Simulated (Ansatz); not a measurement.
# H₂SeS₂ (SMILES S[Se]S): functionals against CCSD(T) at one geometry

The task here is to estimate one member of a computed series from the others.

The runs use Ansatz 0.2.0, Gaussian basis; single points in def2-TZVPP.

Cores are frozen in the correlated methods. Filled d shells of the heavier atoms are correlated.

## The system as given

SMILES `S[Se]S`, 5 atoms, charge 0, spin multiplicity 1.

Atoms are counted from 1 here; the program's logs count them from 0.

Bond lengths: S1–Se2 2.097 Å, S1–H4 1.458 Å, Se2–S3 2.199 Å, S3–H5 1.243 Å. Angles: Se2–S1–H4 111.7°, S1–Se2–S3 105.0°, Se2–S3–H5 91.9°.

Geometry (Å):

```csv
atom,x (Å),y (Å),z (Å)
S1,-1.5274,-0.4419,-0.6513
Se2,-0.3720,0.9556,0.4011
S3,1.6216,0.0417,0.5564
H4,-2.1114,-1.4380,0.2385
H5,1.9570,0.4843,-0.5559
```

Set-up of the first run:

Contents of run/in.yaml:

```yaml
crystal:
  periodic: [false, false, false]
  atoms:
    - {symbol: S, position_ang: [-1.527400, -0.441900, -0.651300]}
    - {symbol: Se, position_ang: [-0.372000, 0.955600, 0.401100]}
    - {symbol: S, position_ang: [1.621600, 0.041700, 0.556400]}
    - {symbol: H, position_ang: [-2.111400, -1.438000, 0.238500]}
    - {symbol: H, position_ang: [1.957000, 0.484300, -0.555900]}
basis:
  gaussian: {orbitals: def2-TZVPP}
correlation: {method: ccsd_t}
output: {forces: true}
```

No record of the launch command was kept for these runs.

Steps of the session up to this table: CCSD(T)/def2-TZVPP; PBE0-D4/def2-TZVPP; wB97M-V/def2-TZVPP; r2SCAN-D4/def2-TZVPP; PBE-D4/def2-TZVPP; B97M-V/def2-TZVPP; revPBE-D4/def2-TZVPP.

One of the session's tables, all rows but one given; the rest of the session is left out.

| method | RMS force component (eV/Å) | angle to CCSD(T) forces (°) | dipole (D) |
| --- | --- | --- | --- |
| CCSD(T) | 1.567 | reference | 0.22 |
| PBE0-D4 | 1.535 | 5.6 | 0.21 |
| wB97M-V | 1.545 | 3.2 | 0.19 |
| r2SCAN-D4 | ? | ? | ? |
| PBE-D4 | 1.594 | 8.6 | 0.18 |
| B97M-V | 1.476 | 5.3 | 0.16 |
| revPBE-D4 | 1.615 | 8.8 | 0.16 |

Estimate the missing values for r2SCAN-D4.

**Answer.** RMS force component (eV/Å): 1.523; angle to CCSD(T) forces (°): 5.2; dipole (D): 0.21. In the column «RMS force component (eV/Å)» it lies between B97M-V (1.476) and PBE0-D4 (1.535).
